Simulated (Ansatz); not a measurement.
# ClFHSSi radical: how energies converge with the basis set

Aim: see how fast density functionals converge with the basis set for ClFHSSi radical.

Computed with Ansatz 0.2.0, Gaussian basis. Level: one geometry, several basis sets.

Plan: PBE0-D4/def2-SVP; ωB97M-V/def2-SVP; PBE0-D4/def2-QZVPP; ωB97M-V/def2-QZVPP; the functionals' def2-TZVPP values are taken from earlier runs.

## Step 1: Structure used throughout

An earlier PBE0-D4 in a triple-zeta def2 set relaxation fixed the geometry.

SMILES `F[Si](S)Cl`, 5 atoms, charge 0, spin multiplicity 2.

Atoms are counted from 1 here; the program's logs count them from 0.

Bond lengths: F1–Si2 1.595 Å, Si2–S3 2.126 Å, Si2–Cl4 2.048 Å, S3–H5 1.348 Å. Angles: F1–Si2–S3 109.9°, F1–Si2–Cl4 105.6°, S3–Si2–Cl4 112.7°, Si2–S3–H5 93.2°.

As a file:

| atom | x (Å) | y (Å) | z (Å) |
| --- | --- | --- | --- |
| F1 | 1.3659 | 0.7799 | -0.8050 |
| Si2 | 0.1792 | -0.2859 | -0.8109 |
| S3 | -1.5371 | 0.5378 | 0.1345 |
| Cl4 | 0.9099 | -1.9280 | 0.1704 |
| H5 | -0.8679 | 0.8226 | 1.2697 |

## Step 2: PBE0-D4 in def2-SVP

Contents of in.yaml:

```yaml
crystal:
  periodic: [false, false, false]
  atoms:
    - {symbol: F, position_ang: [1.365892, 0.779850, -0.804986]}
    - {symbol: Si, position_ang: [0.179189, -0.285866, -0.810912]}
    - {symbol: S, position_ang: [-1.537137, 0.537849, 0.134489]}
    - {symbol: Cl, position_ang: [0.909878, -1.928047, 0.170388]}
    - {symbol: H, position_ang: [-0.867921, 0.822613, 1.269720]}
basis:
  gaussian: {orbitals: def2-SVP}
magnetization: {spin_polarized: true, initial_magnetization: 1}
hamiltonian: {xc: pbe0, dispersion: d4}
output: {orbitals: {seedname: orbitals}}
```

The runs that follow: ωB97M-V in def2-SVP; PBE0-D4 in def2-QZVPP; ωB97M-V in def2-QZVPP.

Before running them: what should the planned runs give, taken together? Wanted: PBE0-D4: double and triple zeta above quadruple; ωB97M-V: double and triple zeta above quadruple.

As calculated:

```
                                       quantity           value
PBE0-D4: double and triple zeta above quadruple  15.71, 1.12 eV
ωB97M-V: double and triple zeta above quadruple  15.62, 1.07 eV
```

**Reading.** For PBE0-D4 the step from double to triple zeta gains 14.59 eV and the next only 1.12 eV. Total energies overstate the basis error of differences, where much of it tends to cancel.
